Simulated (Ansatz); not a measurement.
# C2H3AlFN (SMILES [CH3][Al]([F])[C]#N) at B3LYP/6-31G(d) (spherical functions)

What is the energy change on altering one bond length of C2H3AlFN at B3LYP/6-31G* (spherical functions)? 

Program for the calculation: Ansatz 0.2.0.

114 further runs of the same task are left out: 114 set aside as unsound or not needed. Runs told in other sessions of the task aren't counted.

## (1) Starting point

The species is C2H3AlFN (8 atoms), meant as a singlet with charge 0. As SMILES, `[CH3][Al]([F])[C]#N`. The coordinates come from a PBE0-D4/def2-TZVP relaxation.

Bond lengths: C1–Al2 1.922 Å, Al2–F3 1.642 Å, Al2–C4 1.932 Å, C4–N5 1.154 Å, C1–H6 1.094 Å, C1–H7 1.094 Å, C1–H8 1.092 Å. Angles: C1–Al2–F3 122.9°, C1–Al2–C4 123.0°, F3–Al2–C4 114.1°, Al2–C4–N5 177.1°, Al2–C1–H6 110.8°, Al2–C1–H7 110.8°, Al2–C1–H8 111.7°, H6–C1–H7 106.8°, H6–C1–H8 108.2°, H7–C1–H8 108.2°.

## (2) A single-point energy at B3LYP/6-31G(d) (spherical functions)

molecule.yaml reads:

```yaml
crystal:
  periodic: [false, false, false]
  atoms:
    - symbol: C
      position_ang: [-0.796200, -0.780200, 0.685800]
    - symbol: Al
      position_ang: [0.733700, 0.022200, -0.157100]
    - symbol: F
      position_ang: [2.249400, -0.595500, -0.030200]
    - symbol: C
      position_ang: [0.623900, 1.626000, -1.228300]
    - symbol: N
      position_ang: [0.500000, 2.584900, -1.857400]
    - symbol: H
      position_ang: [-0.942000, -1.805200, 0.332600]
    - symbol: H
      position_ang: [-0.659200, -0.835500, 1.769600]
    - symbol: H
      position_ang: [-1.709600, -0.216500, 0.485000]
basis:
  gaussian:
    orbitals: 6-31G_st_-spherical.json
hamiltonian:
  xc: {name: B3LYP}
accuracy: high
output: {orbitals: {seedname: orbitals}}
```

The basis set 6-31G* is read from a file made from the Basis Set Exchange's data (not shown).

Started as:

```
$ ansatz run molecule.yaml --threads 1 --pin off --max-ram 2610MiB --events-out events.jsonl --progress --plain --runs-dir runs
```

The program printed:

```text
Warning: RAYON_NUM_THREADS=1 ignored (pool sized by the plan → 1); use --threads N
Functional definition: B3LYP
  name "B3LYP"
  parameter a0 = 0.2
  parameter ax = 0.72
  parameter ac = 0.81
  exchange = (1 - a0 - ax)*slater_x + ax*b88_x + a0*exact_x
  correlation = (1 - ac)*vwn_rpa_c + ac*lyp_c
1754 factors; integrals over basis functions are off by at most 8.3e-9 eV
mean field evaluation 1: about -12919.3175 eV, gradient 6.5e1 eV
mean field evaluation 2: about -12906.4527 eV, gradient 1.0e2 eV
mean field evaluation 4: about -12928.5032 eV, gradient 5.6e0 eV
mean field evaluation 8: about -12928.7220 eV, gradient 9.1e-1 eV
mean field evaluation 16: about -12928.7242 eV, gradient 6.1e-5 eV
mean field -12928.72419693 eV, -475.1218508333 hartree, gradient 2.4e-8 eV, S^2 0.000000; 0 other end points of the search recorded, 0 dependent functions left out
reference -12928.72423772 eV, -475.1218523320 hartree; 22, 22 occupied and 58, 58 virtual orbitals, 1754 factors
Total energy: -12928.72423772 eV, -475.1218523320 hartree
```

Wall time 7.2 s (1 thread of Arm Neoverse V2, shared host); peak memory 0.25 GiB.

## (3) The distorted shape

input.yaml reads:

```yaml
crystal:
  periodic: [false, false, false]
  atoms:
    - {symbol: C, position_ang: [-0.779731, -1.020749, 0.846466]}
    - {symbol: Al, position_ang: [0.750169, -0.218349, 0.003566]}
    - {symbol: F, position_ang: [2.265869, -0.836049, 0.130466]}
    - {symbol: C, position_ang: [0.623900, 1.626000, -1.228300]}
    - {symbol: N, position_ang: [0.500000, 2.584900, -1.857400]}
    - {symbol: H, position_ang: [-0.925531, -2.045749, 0.493266]}
    - {symbol: H, position_ang: [-0.642731, -1.076049, 1.930266]}
    - {symbol: H, position_ang: [-1.693131, -0.457049, 0.645666]}
basis:
  gaussian:
    orbitals: 6-31G_st_-spherical.json
total_charge: 0
hamiltonian:
  xc: {name: B3LYP}
accuracy: high
output:
  orbitals: {seedname: orbitals}
```

The basis set 6-31G* is read from a file made from the Basis Set Exchange's data (not shown).

Started as:

```
$ ansatz run input.yaml --threads 1 --pin off --max-ram 2610MiB --events-out events.jsonl --progress --plain --runs-dir runs
```

The program printed:

```text
Warning: RAYON_NUM_THREADS=1 ignored (pool sized by the plan → 1); use --threads N
Functional definition: B3LYP
  name "B3LYP"
  parameter a0 = 0.2
  parameter ax = 0.72
  parameter ac = 0.81
  exchange = (1 - a0 - ax)*slater_x + ax*b88_x + a0*exact_x
  correlation = (1 - ac)*vwn_rpa_c + ac*lyp_c
1750 factors; integrals over basis functions are off by at most 6.3e-9 eV
mean field evaluation 1: about -12917.9563 eV, gradient 6.8e1 eV
mean field evaluation 2: about -12898.9810 eV, gradient 1.1e2 eV
mean field evaluation 4: about -12928.0546 eV, gradient 5.8e0 eV
mean field evaluation 8: about -12928.2774 eV, gradient 1.1e0 eV
mean field evaluation 16: about -12928.2802 eV, gradient 4.1e-5 eV
mean field -12928.28020422 eV, -475.1055344020 hartree, gradient 6.4e-8 eV, S^2 0.000000; 0 other end points of the search recorded, 0 dependent functions left out
reference -12928.28024505 eV, -475.1055359026 hartree; 22, 22 occupied and 58, 58 virtual orbitals, 1750 factors
Total energy: -12928.28024505 eV, -475.1055359026 hartree
```

Wall time 6.9 s (1 thread of Arm Neoverse V2, shared host); peak memory 0.25 GiB.

## (4) Results

Level: B3LYP/6-31G* (spherical functions).

| quantity | value |
| --- | --- |
| first shape: total energy | -475.12185 Eh |
| first shape: HOMO energy | -8.94 eV |
| first shape: LUMO energy | -1.82 eV |
| first shape: HOMO–LUMO gap | 7.13 eV |
| distorted shape: total energy | -475.10554 Eh |
| distorted shape: HOMO energy | -8.82 eV |
| distorted shape: LUMO energy | -1.79 eV |
| distorted shape: HOMO–LUMO gap | 7.03 eV |
| energy change with the Al2–C4 bond stretched from 1.932 to 2.221 Å | 0.444 eV |

With the Al2–C4 bond stretched from 1.932 to 2.221 Å the energy rises by 0.44 eV (10.2 kcal/mol). The first shape isn't relaxed at this level, so the change isn't measured from a minimum.
